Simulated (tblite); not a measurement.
# C6H10BClO: the cost of one run

The runs use tblite 0.8.0 and PySCF 2.14.0, with density-fitted response routines of our own; the level of theory stands in each step. All values are computed, except where a source is named. Atoms count from 0, in the outputs and in this text.

## (1) The starting structure

19 atoms, charge 0, multiplicity 1; geometry from: force field or distance geometry start.

Bonds of the start (Å): C0–C1 1.30, C1–O2 1.42, O2–C3 1.41, C3–C4 1.32, C3–B5 1.55, B5–Cl6 1.87, B5–C7 1.59, C7–C8 1.52, C0–H9 1.11, C0–H10 1.07, C1–H11 1.07, C4–H12 1.08, C4–H13 1.08, C7–H14 1.12, C7–H15 1.12, C8–H16 1.09, C8–H17 1.11, C8–H18 1.11.

## (2) Optimising the geometry with GFN2-xTB

The job: settings as JSON, then the geometry in Å.

```
{"job": {"kind": "relax", "xc": "GFN2-xTB", "basis": "xTB"}, "charge": 0, "multiplicity": 1}
C     -3.646700    -0.443700     0.567500
C     -2.550000     0.131100     0.187000
O     -1.308100    -0.552600     0.091000
C     -0.378000    -0.033900    -0.839000
C     -0.828300     0.232100    -2.054300
B      1.106200     0.191700    -0.449200
Cl     2.271400     0.851500    -1.751000
C      1.726700    -0.026300     0.994200
C      3.123700     0.583300     1.006900
H     -4.553000     0.199000     0.617600
H     -3.803600    -1.464500     0.835000
H     -2.521500     1.174000    -0.051000
H     -0.169700     0.628200    -2.812500
H     -1.877100     0.042500    -2.255600
H      1.104000     0.461400     1.790600
H      1.886500    -1.100600     1.249500
H      3.506700     0.777800     2.011000
H      3.066900     1.483500     0.364800
H      3.833900    -0.094900     0.490000
```

Started as:

```
$ OMP_NUM_THREADS=1 python probes_run.py task.json out
```

One launch serves the whole session: the jobs run in the order shown.

Q: Estimate the wall time and peak memory of this first job on 1 thread of Arm Neoverse N1, shared host.

About 1.8 s, with a peak of 0.18 GiB.
